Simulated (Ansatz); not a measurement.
**ClGaH3NO: molecular dynamics**

The plan is to follow the molecule's vibrations and see whether its bonds hold. The start is relaxed first. Runs: 293 steps of 0.5 fs at constant energy, with velocities drawn for 700 K.

All numbers below are computed with Ansatz 0.2.0 (RKS B3LYP-D4/def2-SVP).

### Step 1. The starting structure

Bond lengths: Ga1–Cl2 2.240 Å, Ga1–N3 1.930 Å, N3–H4 1.060 Å, N3–H5 1.060 Å, Ga1–O6 1.790 Å, O6–H7 1.010 Å. Angles: Cl2–Ga1–N3 120.0°, Cl2–Ga1–O6 120.0°, N3–Ga1–O6 120.0°, Ga1–N3–H4 120.0°, Ga1–N3–H5 120.0°, H4–N3–H5 120.0°, Ga1–O6–H7 109.5°.

Structure file:

```xyz
7

Ga    0.0000    0.0000    0.0000
Cl    0.0000    0.0000    2.2400
N     1.6714    0.0000   -0.9650
H     2.1380   -0.9179   -1.2168
H     2.1227    0.9179   -1.2432
O    -1.5501    0.0000   -0.8950
H    -2.0598   -0.8467   -0.6865
```

### Step 2. Relaxing the start

input.yaml

```yaml
crystal:
  periodic: [false, false, false]
  atoms:
    - { symbol: Ga, position_ang: [0.0, 0.0, 0.0] }
    - { symbol: Cl, position_ang: [0.0, 0.0, 2.24] }
    - { symbol: "N", position_ang: [1.6714, 0.0, -0.965] }
    - { symbol: H, position_ang: [2.138, -0.9179, -1.2168] }
    - { symbol: H, position_ang: [2.1227, 0.9179, -1.2432] }
    - { symbol: O, position_ang: [-1.5501, 0.0, -0.895] }
    - { symbol: H, position_ang: [-2.0598, -0.8467, -0.6865] }
basis:
  gaussian: { orbitals: def2-SVP }
hamiltonian:
  xc: b3lyp
  dispersion: d4
relax:
  f_tol: 0.02
  max_steps: 40
```

Launch:

```sh
> ansatz run input.yaml --threads 2 --pin off --max-ram 3072MiB --backend cpu --events-out ev --progress --plain --runs-dir out
```

The program printed (excerpt; [...] marks lines left out):

```text
Warning: RAYON_NUM_THREADS=2 ignored (pool sized by the plan → 2); use --threads N
[...]
Functional definition: B3LYP
[...]
964 factors; integrals over basis functions are off by at most 4.7e-4 eV
[...]
mean field -68476.87229617 eV, -2516.4786415931 hartree, gradient 2.6e-5 eV, S^2 0.000000; 0 other end points of the search recorded, 0 dependent functions left out
[...]
reference -68476.87253947 eV, -2516.4786505341 hartree; 33, 33 occupied and 60, 60 virtual orbitals, 964 factors
relax step   1: F+E_penalty+E_count = -68477.09454777 eV  Δ(F+E_penalty+E_count) = +0.000e0 eV  max|allowed force component| = 1.901e0 eV/Å  Δτ_max = 0.0000 Å  (27 SCF iters, accepted)
[...]
relax step   4: F+E_penalty+E_count = -68477.64996075 eV  Δ(F+E_penalty+E_count) = -1.737e-1 eV  max|allowed force component| = 8.606e-1 eV/Å  Δτ_max = 0.2000 Å  (30 SCF iters, accepted)
[...]
relax step   7: F+E_penalty+E_count = -68477.83187201 eV  Δ(F+E_penalty+E_count) = -2.850e-2 eV  max|allowed force component| = 1.380e0 eV/Å  Δτ_max = 0.1953 Å  (29 SCF iters, accepted)
[...]
relax step  10: F+E_penalty+E_count = -68477.97505351 eV  Δ(F+E_penalty+E_count) = -7.135e-3 eV  max|allowed force component| = 1.107e-1 eV/Å  Δτ_max = 0.2000 Å  (30 SCF iters, accepted)
[...]
relax step  12: F+E_penalty+E_count = -68477.97897509 eV  Δ(F+E_penalty+E_count) = -7.470e-5 eV  max|allowed force component| = 3.731e-2 eV/Å  Δτ_max = 0.0256 Å  (27 SCF iters, accepted)
[...]
relax step  13: F+E_penalty+E_count = -68477.97921193 eV  Δ(F+E_penalty+E_count) = -2.368e-4 eV  max|allowed force component| = 1.370e-2 eV/Å  Δτ_max = 0.0113 Å  (28 SCF iters, accepted)
964 factors; integrals over basis functions are off by at most 4.4e-4 eV
[...]
mean field -68477.74571607 eV, -2516.5107391824 hartree, gradient 6.9e-5 eV, S^2 0.000000; 1 other end points of the search recorded, 0 dependent functions left out
[...]
reference -68477.74594459 eV, -2516.5107475804 hartree; 33, 33 occupied and 60, 60 virtual orbitals, 964 factors
Total energy: -68477.97944045 eV, -2516.5193283949 hartree
Atom 0 at     0.063782    -0.082287    -0.085214 Å, force    -0.002712     0.000749     0.008557 eV/Å
Atom 1 at    -0.107034     0.492919     1.989898 Å, force    -0.001938     0.000103     0.000335 eV/Å
Atom 2 at     1.637968     0.065628    -0.943152 Å, force     0.013699    -0.000125    -0.008805 eV/Å
Atom 3 at     1.780903    -0.285134    -1.883224 Å, force     0.000041     0.001403     0.001247 eV/Å
Atom 4 at     2.503617     0.292134    -0.468332 Å, force    -0.003332    -0.000793    -0.000763 eV/Å
Atom 5 at    -1.378399    -0.657250    -0.958385 Å, force    -0.000644    -0.000262     0.000062 eV/Å
Atom 6 at    -2.178637    -0.672709    -0.418091 Å, force    -0.005115    -0.001075    -0.000633 eV/Å
Dipole moment:     0.185131    -0.071422    -0.156634 e Å
```

It took 2.4 min on 2 threads of AMD EPYC (Zen 3), shared host; peak memory 0.21 GiB.

Step by step:

```
step  energy from step 1 (eV)  largest force component (eV/Å)
   1                   0.0000                          1.9012
   2                  -0.3288                          1.7040
   3                  -0.3817                          2.0077
   4                  -0.5554                          0.8606
   5                  -0.6505                          0.3282
   6                  -0.7088                          0.3201
   7                  -0.7373                          1.3798
   8                  -0.8300                          0.4207
   9                  -0.8734                          0.2189
  10                  -0.8805                          0.1107
  11                  -0.8844                          0.0640
  12                  -0.8844                          0.0373
  13                  -0.8847                          0.0137
```

Step 1 is the start.

After: Bond lengths: Ga1–Cl2 2.160 Å, Ga1–N3 1.799 Å, N3–H4 1.014 Å, N3–H5 1.013 Å, Ga1–O6 1.781 Å, O6–H7 0.966 Å. Angles: Cl2–Ga1–N3 120.4°, Cl2–Ga1–O6 119.5°, N3–Ga1–O6 120.1°, Ga1–N3–H4 122.5°, Ga1–N3–H5 122.9°, H4–N3–H5 113.1°, Ga1–O6–H7 113.7°.

### Step 3. Dynamics

293 steps of 0.5 fs at constant energy, with velocities drawn for 700 K, from the relaxed start.

input.yaml

```yaml
crystal:
  periodic: [false, false, false]
  atoms:
    - { symbol: Ga, position_ang: [0.063782, -0.082287, -0.085214] }
    - { symbol: Cl, position_ang: [-0.107034, 0.492919, 1.989898] }
    - { symbol: "N", position_ang: [1.637968, 0.065628, -0.943152] }
    - { symbol: H, position_ang: [1.780903, -0.285134, -1.883224] }
    - { symbol: H, position_ang: [2.503617, 0.292134, -0.468332] }
    - { symbol: O, position_ang: [-1.378399, -0.65725, -0.958385] }
    - { symbol: H, position_ang: [-2.178637, -0.672709, -0.418091] }
basis:
  gaussian: { orbitals: def2-SVP }
hamiltonian:
  xc: b3lyp
  dispersion: d4
md:
  timestep: 0.5
  n_steps: 293
  ensemble: nve
  temperature: 700.0
  initial_velocities: maxwell_boltzmann
  seed: 337076
```

Launch:

```sh
> ansatz run input.yaml --threads 2 --pin off --max-ram 3072MiB --backend cpu --events-out ev --progress --plain --runs-dir out
```

The program printed (excerpt; [...] marks lines left out):

```text
Warning: RAYON_NUM_THREADS=2 ignored (pool sized by the plan → 2); use --threads N
[...]
Functional definition: B3LYP
[...]
964 factors; integrals over basis functions are off by at most 4.1e-4 eV
[...]
mean field -68477.74571589 eV, -2516.5107391759 hartree, gradient 9.6e-6 eV, S^2 0.000000; 0 other end points of the search recorded, 0 dependent functions left out
[...]
reference -68477.74594354 eV, -2516.5107475419 hartree; 33, 33 occupied and 60, 60 virtual orbitals, 964 factors
md step     0: t =     0.00 fs  T =   700.0 K  F+E_penalty+E_count = -68477.97921177 eV  E_kin = 0.452410 eV  conserved = -68477.52680177 eV  (28 SCF iters)
[...]
md step    18: t =     9.00 fs  T =   525.2 K  F+E_penalty+E_count = -68477.86604585 eV  E_kin = 0.339460 eV  conserved = -68477.52658589 eV  (27 SCF iters, 3 dispersion substeps)
[...]
md step    36: t =    18.00 fs  T =   346.6 K  F+E_penalty+E_count = -68477.75025618 eV  E_kin = 0.223993 eV  conserved = -68477.52626313 eV  (27 SCF iters, 3 dispersion substeps)
[...]
md step    54: t =    27.00 fs  T =   222.2 K  F+E_penalty+E_count = -68477.66972130 eV  E_kin = 0.143612 eV  conserved = -68477.52610939 eV  (28 SCF iters, 3 dispersion substeps)
[...]
md step    70: t =    35.00 fs  T =   184.7 K  F+E_penalty+E_count = -68477.64529159 eV  E_kin = 0.119348 eV  conserved = -68477.52594368 eV  (28 SCF iters, 3 dispersion substeps)
md step    71: t =    35.50 fs  T =   172.5 K  F+E_penalty+E_count = -68477.63745069 eV  E_kin = 0.111473 eV  conserved = -68477.52597800 eV  (28 SCF iters, 3 dispersion substeps)
```

### Step 4. The output, continued: dynamics from the start

The log, continued (excerpt; [...] marks lines left out):

```text
md step    72: t =    36.00 fs  T =   164.4 K  F+E_penalty+E_count = -68477.63230417 eV  E_kin = 0.106247 eV  conserved = -68477.52605687 eV  (28 SCF iters, 3 dispersion substeps)
[...]
md step    94: t =    47.00 fs  T =   256.3 K  F+E_penalty+E_count = -68477.69206636 eV  E_kin = 0.165649 eV  conserved = -68477.52641779 eV  (28 SCF iters, 3 dispersion substeps)
[...]
md step   116: t =    58.00 fs  T =   244.5 K  F+E_penalty+E_count = -68477.68368806 eV  E_kin = 0.157998 eV  conserved = -68477.52568958 eV  (28 SCF iters, 3 dispersion substeps)
[...]
md step   138: t =    69.00 fs  T =   315.7 K  F+E_penalty+E_count = -68477.73019876 eV  E_kin = 0.204005 eV  conserved = -68477.52619334 eV  (28 SCF iters, 3 dispersion substeps)
[...]
md step   160: t =    80.00 fs  T =   323.2 K  F+E_penalty+E_count = -68477.73482888 eV  E_kin = 0.208859 eV  conserved = -68477.52597037 eV  (27 SCF iters, 3 dispersion substeps)
md step   161: t =    80.50 fs  T =   301.6 K  F+E_penalty+E_count = -68477.72078298 eV  E_kin = 0.194956 eV  conserved = -68477.52582729 eV  (25 SCF iters, 3 dispersion substeps)
md step   162: t =    81.00 fs  T =   287.5 K  F+E_penalty+E_count = -68477.71155190 eV  E_kin = 0.185783 eV  conserved = -68477.52576878 eV  (25 SCF iters, 3 dispersion substeps)
```

### Step 5. The output, continued: dynamics from the start

The log, continued (excerpt; [...] marks lines left out):

```text
md step   163: t =    81.50 fs  T =   282.0 K  F+E_penalty+E_count = -68477.70806465 eV  E_kin = 0.182269 eV  conserved = -68477.52579574 eV  (25 SCF iters, 3 dispersion substeps)
[...]
md step   181: t =    90.50 fs  T =   362.2 K  F+E_penalty+E_count = -68477.76001984 eV  E_kin = 0.234074 eV  conserved = -68477.52594571 eV  (28 SCF iters, 3 dispersion substeps)
[...]
md step   199: t =    99.50 fs  T =   518.9 K  F+E_penalty+E_count = -68477.86151219 eV  E_kin = 0.335334 eV  conserved = -68477.52617820 eV  (27 SCF iters, 3 dispersion substeps)
[...]
md step   217: t =   108.50 fs  T =   526.1 K  F+E_penalty+E_count = -68477.86625246 eV  E_kin = 0.340043 eV  conserved = -68477.52620987 eV  (28 SCF iters, 3 dispersion substeps)
[...]
md step   293: t =   146.50 fs  T =   173.8 K  F+E_penalty+E_count = -68477.63812675 eV  E_kin = 0.112311 eV  conserved = -68477.52581608 eV  (27 SCF iters, 3 dispersion substeps)
Total energy: -68477.63836066 eV, -2516.5067939440 hartree
Atom 0 at    -0.005957    -0.056523    -0.062593 Å, force     0.928011     0.237158     0.350009 eV/Å
Atom 1 at    -0.019658     0.513021     2.074862 Å, force    -0.294854    -0.209937    -0.796953 eV/Å
Atom 2 at     1.604867    -0.037961    -0.941083 Å, force    -0.430693     0.156153     0.370806 eV/Å
Atom 3 at     1.478683    -0.572539    -1.811230 Å, force     0.792405     0.743614     0.176885 eV/Å
Atom 4 at     2.402621     0.615772    -0.807086 Å, force    -0.864586    -0.958992    -0.464247 eV/Å
Atom 5 at    -1.223713    -0.694411    -1.199194 Å, force    -0.388293    -0.238045     0.261344 eV/Å
Atom 6 at    -2.019740    -1.168691    -0.910686 Å, force     0.258008     0.270049     0.102155 eV/Å
Dipole moment:    -0.052112    -0.105927    -0.222525 e Å
```

Wall time 24 min (2 threads of AMD EPYC (Zen 3), shared host); peak memory 0.21 GiB.

### Step 6. What the atoms did

The trajectory, every 12 steps (energies from step 0):

```
time (fs)  T (K)  potential energy change (meV/atom)  total energy change (meV/atom)
      0.0    700                                 0.0                            0.00
      6.0    455                                22.8                            0.16
     12.0    455                                22.7                            0.09
     18.0    347                                32.7                            0.08
     24.0    320                                35.2                            0.11
     30.0    253                                41.3                            0.11
     36.0    164                                49.6                            0.11
     42.0    299                                37.0                            0.03
     48.0    208                                45.5                            0.14
     54.0    326                                34.7                            0.11
     60.0    240                                42.6                            0.08
     66.0    389                                28.8                            0.04
     72.0    276                                39.3                            0.16
     78.0    408                                27.0                            0.06
     84.0    333                                34.0                            0.09
     90.0    378                                29.8                            0.11
     96.0    461                                22.1                            0.09
    102.0    474                                21.0                            0.07
    108.0    525                                16.2                            0.06
    114.0    467                                21.6                            0.17
    120.0    505                                18.1                            0.07
    126.0    289                                38.1                            0.08
    132.0    289                                38.0                            0.10
    138.0    103                                55.3                            0.14
    144.0    256                                41.1                            0.04
    146.5    174                                48.7                            0.14
```

time (fs), T (K) and a bar:
```
      0.0        700 ##############################
      6.5        451 #################
     12.5        440 ################
     19.0        372 ############
     25.5        244 ######
     32.0        302 #########
     38.0        140 
     44.5        293 ########
     51.0        281 ########
     57.5        271 #######
     63.5        304 #########
     70.0        296 ########
     76.5        425 ###############
     83.0        306 #########
     89.0        417 ###############
     95.5        430 ################
    102.0        474 ##################
    108.5        526 #####################
    114.5        455 #################
    121.0        519 ####################
    127.5        234 #####
    134.0        244 ######
    140.0        170 ##
    146.5        174 ##
```

### Step 7. Snapshots as a file

Extended XYZ, with forces in eV/Å:

```xyz
7
time_fs=18.5 T=361 dE=0.2198
Ga    0.096   -0.093   -0.093   -0.089   -0.065   -1.071
Cl   -0.157    0.472    1.940    0.062    0.235    0.726
N     1.714    0.114   -0.972   -1.724    0.165    0.566
H     1.967   -0.675   -1.550    0.613    0.061   -0.091
H     2.423    0.583   -0.419    0.402   -0.418   -0.202
O    -1.491   -0.586   -0.829    1.184    0.122   -0.299
H    -2.064   -0.894   -0.128   -0.448   -0.099    0.372
7
time_fs=36.5 T=159 dE=0.3506
Ga    0.120   -0.109   -0.133   -0.567    0.264    0.817
Cl   -0.198    0.470    1.944    0.351    0.108    0.209
N     1.696    0.133   -0.964   -0.401    0.192    0.139
H     2.041   -0.691   -1.458    0.507    0.427    0.259
H     2.288    0.592   -0.265    0.608   -0.571   -0.601
O    -1.482   -0.533   -0.698   -0.073   -0.328   -1.435
H    -2.075   -0.834   -0.018   -0.425   -0.092    0.611
7
time_fs=55.0 T=351 dE=0.2258
Ga    0.123   -0.116   -0.141    0.084    0.370    0.395
Cl   -0.212    0.478    1.967    0.333   -0.044   -0.338
N     1.746    0.152   -0.959   -0.189   -0.423    0.015
H     2.008   -0.473   -1.740   -0.015    0.540    0.603
H     2.546    0.426   -0.365   -0.525   -0.358   -0.454
O    -1.527   -0.568   -0.699    0.811   -0.040   -0.444
H    -2.036   -0.394    0.098   -0.499   -0.044    0.223
7
time_fs=73.0 T=320 dE=0.2461
Ga    0.121   -0.106   -0.125   -1.167    0.098    0.545
Cl   -0.194    0.482    1.965    0.361   -0.044   -0.192
N     1.697    0.119   -0.942    1.840   -0.101   -0.792
H     1.946    0.024   -1.941   -0.836   -0.066    0.627
H     2.616    0.116   -0.460   -1.042    0.085    0.130
O    -1.502   -0.614   -0.738    0.930   -0.080   -0.636
H    -2.231   -0.195   -0.274   -0.086    0.108    0.319
7
time_fs=91.5 T=345 dE=0.2304
Ga    0.085   -0.088   -0.087    0.229    0.084    0.247
Cl   -0.146    0.484    1.952    0.031    0.107    0.588
N     1.632    0.063   -0.936    2.413    0.135   -1.172
H     1.761    0.228   -1.944   -0.719   -0.245    0.412
H     2.609   -0.018   -0.597   -1.135    0.111    0.401
O    -1.385   -0.647   -0.864   -0.949    0.129   -0.248
H    -2.151   -0.276   -0.391    0.131   -0.321   -0.228
7
time_fs=110.0 T=537 dE=0.1059
Ga    0.055   -0.069   -0.051   -0.198   -0.452   -1.446
Cl   -0.094    0.495    1.989   -0.069    0.084    0.498
N     1.622    0.008   -0.980    0.647    0.193    0.068
H     1.650   -0.088   -2.009    0.025    0.031    0.884
H     2.544    0.243   -0.554   -1.119   -0.214   -0.574
O    -1.346   -0.668   -1.051   -0.045    0.130    0.792
H    -2.200   -0.834   -0.597    0.758    0.229   -0.222
7
time_fs=128.0 T=231 dE=0.3042
Ga    0.022   -0.066   -0.065    0.175    0.178    0.573
Cl   -0.050    0.511    2.060   -0.167   -0.172   -0.706
N     1.567   -0.032   -0.969    0.492    0.566    0.521
H     1.600   -0.590   -1.830    0.533    0.775    0.330
H     2.300    0.640   -0.671   -0.331   -1.086   -0.901
O    -1.249   -0.655   -1.153   -1.059   -0.727    0.596
H    -1.956   -1.169   -0.707    0.356    0.466   -0.413
7
time_fs=146.5 T=174 dE=0.3411
Ga   -0.006   -0.057   -0.063    0.928    0.237    0.350
Cl   -0.020    0.513    2.075   -0.295   -0.210   -0.797
N     1.605   -0.038   -0.941   -0.431    0.156    0.371
H     1.479   -0.573   -1.811    0.792    0.744    0.177
H     2.403    0.616   -0.807   -0.865   -0.959   -0.464
O    -1.224   -0.694   -1.199   -0.388   -0.238    0.261
H    -2.020   -1.169   -0.911    0.258    0.270    0.102
```

### Step 8. Results

| quantity | value |
| --- | --- |
| relaxation of the start | 12 moves, 0.885 eV lower |
| length | 293 steps of 0.5 fs |
| temperature, first and last step | 700 and 174 K |
| temperature, second half | mean 372 K, from 92 to 566 K |
| potential energy, second half | +30 meV/atom from the start |
| largest change of the total energy | 0.17 meV/atom |
| bonds formed or broken | 0 |

What this shows: The temperature starts at 700 K and averages 372 K in the second half, where it ranges from 92 to 566 K; a mean near half the start is what vibrations about a minimum give, since they share energy equally between motion and strain. The total energy strays from its start by at most 0.17 meV/atom, 0.5 % of the mean kinetic energy, so a step of 0.5 fs is short enough over this time. The bonds all hold. Averages from a run of 146 fs with 7 atoms are rough. The nuclei move classically, without zero-point motion, which matters most for hydrogen.
